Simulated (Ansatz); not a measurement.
**GePH₂ (doublet): from Hartree-Fock to the top rungs, cc-pVTZ**

How much of the correlation energy of GePH₂ (doublet) does each wave-function method recover here?

The runs use Ansatz 0.2.0, Gaussian basis; cc-pVTZ, correlated electrons: outside noble gas.

To be run: UHF; CCSD(T) on ROHF; CCSD(T) on UHF; BCCD(T) on ROHF; CCSDT(Q) on ROHF; CCSDT(Q) on UHF; CASSCF and MRCISD+Q, 11 electrons in 10 orbitals; CASSCF and NEVPT2, 11 electrons in 10 orbitals.

### Step 1. What is computed

The geometry is a PBE0/def2-TZVP stationary point (not a proven minimum). No spin-orbit coupling is included. The filled d shell of Ge counts as core when cores are frozen.

4 atoms, charge 0, spin multiplicity 2.

Atoms are counted from 1 here; the program's logs count them from 0.

Bond lengths: Ge1–P2 2.136 Å, Ge1–H3 1.563 Å, P2–H4 1.422 Å. Angles: P2–Ge1–H3 116.8°, Ge1–P2–H4 95.7°.

In the tables R marks a restricted open-shell determinant and U an unrestricted one; 'valence' is the active space of 11 electrons in 10 orbitals; correlation energies count from the lowest restricted Hartree-Fock solution.

### Step 2. UHF

The input, in.yaml:

```yaml
crystal:
  periodic: [false, false, false]
  atoms:
    - {symbol: Ge, position_ang: [0.000000, -0.056222, 0.638924]}
    - {symbol: P, position_ang: [0.000000, 0.131641, -1.488929]}
    - {symbol: H, position_ang: [0.000000, 1.272055, 1.463066]}
    - {symbol: H, position_ang: [0.000000, -1.265559, -1.754446]}
basis:
  gaussian: {orbitals: cc-pVTZ}
magnetization: {spin_polarized: true, initial_magnetization: 1}
hamiltonian: {xc: hf}
output: {orbitals: {seedname: orbitals}}
```

Started as:

```console
$ ansatz run in.yaml --threads 1 --pin off --events-out ev --progress --plain --max-ram 2816MiB --backend cpu
```

Further steps of the session: CCSD(T) on ROHF; CCSD(T) on UHF; BCCD(T) on ROHF; CCSDT(Q) on ROHF; CCSDT(Q) on UHF; CASSCF and MRCISD+Q, 11 electrons in 10 orbitals; CASSCF and NEVPT2, 11 electrons in 10 orbitals.

Q: Predict the results of all the runs planned. Wanted: correlation energy, RCCSDT(Q); RMP2 from RCCSDT(Q); UMP2 from RCCSDT(Q); RCCSD from RCCSDT(Q); RCCSD(T) from RCCSDT(Q); UCCSD(T) from RCCSDT(Q); UCCSDT(Q) from RCCSDT(Q); NEVPT2 valence from RCCSDT(Q); MRCISD+Q valence from RCCSDT(Q).

**Answer**, as computed:

```
                         quantity                      value
    correlation energy, RCCSDT(Q)                 -8.0661 eV
              RMP2 from RCCSDT(Q)                +1344.0 meV
              UMP2 from RCCSDT(Q)                +1730.7 meV
             RCCSD from RCCSDT(Q)                 +509.4 meV
          RCCSD(T) from RCCSDT(Q)                  +73.9 meV
          UCCSD(T) from RCCSDT(Q)                 +106.2 meV
         UCCSDT(Q) from RCCSDT(Q)                   -6.8 meV
    NEVPT2 valence from RCCSDT(Q)                +1310.9 meV
  MRCISD+Q valence from RCCSDT(Q)                  +84.8 meV
levels within 1 kcal/mol (43 meV)  RCCSDT, UCCSDT, UCCSDT(Q)
                    T1 diagnostic                      0.034
   effectively unpaired electrons                       1.10
```

What this shows: RCCSD(T) misses by +73.9 meV, 0.9 % of the correlation energy. The restricted determinant is the better start here (+73.9 meV restricted, +106.2 meV unrestricted). One determinant dominates. Of the multireference levels listed MRCISD+Q valence comes nearest (+84.8 meV). These misses are within one basis and frozen core, not against nature; frozen cores of the runs differ by up to some meV.
